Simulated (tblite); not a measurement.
# C5H15GeNSi: the cost of one run

Programs: tblite 0.8.0 and PySCF 2.14.0, with density-fitted response routines of our own. Each step states its level of theory. These are calculated values for one molecule in the gas phase, unless marked as measured. Atoms are numbered from 0 throughout.

**1. The starting structure**

23 atoms, charge 0, multiplicity 1; geometry from: force field or distance geometry start.

Bonds of the start (Å): C0–C1 1.33, C1–N2 1.45, N2–Si3 1.76, Si3–Ge4 2.29, N2–C5 1.44, C5–C6 1.53, C5–C7 1.50, C0–H8 1.08, C0–H9 1.09, C1–H10 1.09, Si3–H11 1.48, Si3–H12 1.45, Ge4–H13 1.54, Ge4–H14 1.57, Ge4–H15 1.56, C5–H16 1.12, C6–H17 1.12, C6–H18 1.10, C6–H19 1.12, C7–H20 1.11, C7–H21 1.10, C7–H22 1.10.

**2. Optimising the geometry with GFN2-xTB**

Job settings and geometry (Å):

```
{"job": {"kind": "relax", "xc": "GFN2-xTB", "basis": "xTB"}, "charge": 0, "multiplicity": 1}
C     -0.738500     2.042400    -1.681800
C     -0.698100     1.752400    -0.382700
N      0.005200     0.579500     0.100300
Si     1.737400     0.742300     0.378200
Ge     2.898800    -1.236500     0.408400
C     -0.642500    -0.678900     0.338800
C     -1.698900    -0.412000     1.405900
C     -1.401200    -1.153400    -0.866500
H     -0.270100     1.417300    -2.422700
H     -1.269800     2.921100    -2.033400
H     -1.175400     2.382400     0.367300
H      1.929300     1.434200     1.672100
H      2.269800     1.606000    -0.659800
H      2.323800    -2.301400    -0.545300
H      4.348900    -0.924600    -0.104300
H      3.062900    -1.733100     1.880400
H      0.093600    -1.437400     0.694300
H     -2.380800     0.339900     0.943400
H     -1.275800    -0.073400     2.358500
H     -2.323500    -1.335200     1.496200
H     -1.395800    -2.262000    -0.808400
H     -0.955200    -0.794100    -1.804000
H     -2.448800    -0.848500    -0.725100
```

Run with:

```
$ OMP_NUM_THREADS=1 python probes_run.py task.json out
```

This one command runs all jobs of the session in turn.

Q: Estimate the wall time and peak memory of this first job on 1 thread of Arm Neoverse N1, shared host.

About 3.2 s, with a peak of 0.18 GiB.
